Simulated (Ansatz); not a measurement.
**AlClH₄N₂: basis-set convergence**

One table from this session's results is given with a row withheld; the runs are named, their logs left out.

The runs use Ansatz 0.2.0, Gaussian basis; one geometry, several basis sets.

Plan: PBE0-D4/def2-SVP; ωB97M-V/def2-SVP; PBE0-D4/def2-QZVPP; ωB97M-V/def2-QZVPP; the functionals' def2-TZVPP values are taken from earlier runs.

### Structure used throughout

An earlier PBE0-D4 in a triple-zeta def2 set relaxation fixed the geometry.

SMILES `[NH2][Al]([NH2])[Cl]`, 8 atoms, charge 0, spin multiplicity 1.

Atoms are counted from 1 here; the program's logs count them from 0.

Bond lengths: N1–Al2 1.758 Å, N1–H5 1.006 Å, N1–H6 1.006 Å, Al2–N3 1.758 Å, Al2–Cl4 2.099 Å, N3–H7 1.006 Å, N3–H8 1.006 Å. Angles: Al2–N1–H5 123.6°, Al2–N1–H6 125.8°, H5–N1–H6 110.6°, N1–Al2–N3 123.5°, N1–Al2–Cl4 118.2°, N3–Al2–Cl4 118.2°, Al2–N3–H7 125.8°, Al2–N3–H8 123.6°, H7–N3–H8 110.6°.

Set-up of the first run:

File in.yaml:

```yaml
crystal:
  periodic: [false, false, false]
  atoms:
    - {symbol: N, position_ang: [-0.490331, 1.487443, -0.172881]}
    - {symbol: Al, position_ang: [-0.217329, -0.236934, -0.376950]}
    - {symbol: N, position_ang: [0.829588, -1.184299, 0.670004]}
    - {symbol: Cl, position_ang: [-1.193692, -1.217166, -1.955114]}
    - {symbol: H, position_ang: [-1.089700, 2.030537, -0.771435]}
    - {symbol: H, position_ang: [-0.082640, 2.067595, 0.540633]}
    - {symbol: H, position_ang: [1.349833, -0.832960, 1.456005]}
    - {symbol: H, position_ang: [0.986471, -2.171416, 0.554037]}
basis:
  gaussian: {orbitals: def2-SVP}
hamiltonian: {xc: pbe0, dispersion: d4}
output: {orbitals: {seedname: orbitals}}
```

On the command line:

```console
> ansatz run in.yaml --threads 4 --pin off --events-out ev --progress --plain --max-ram 10444MiB
```

Steps of the session up to this table: PBE0-D4 in def2-SVP; ωB97M-V in def2-SVP; PBE0-D4 in def2-QZVPP; ωB97M-V in def2-QZVPP.

One of the session's tables, all rows but one given; the rest of the session is left out.

It belongs to the step «Functionals by basis». 

| functional | basis | HOMO (eV) | LUMO (eV) |
| --- | --- | --- | --- |
| PBE0-D4 | def2-SVP | -6.95 | 0.27 |
| PBE0-D4 | def2-TZVPP | -7.26 | -0.08 |
| PBE0-D4 | def2-QZVPP | -7.34 | -0.35 |
| ωB97M-V | def2-SVP | -9.32 | 1.86 |
| ωB97M-V | def2-TZVPP | -9.65 | 1.42 |
| ωB97M-V | def2-QZVPP | ? | ? |

**Question.** Estimate the row for ωB97M-V, def2-QZVPP.

As computed: HOMO (eV): -9.73; LUMO (eV): 0.98. In the column «HOMO (eV)» it is the lowest.
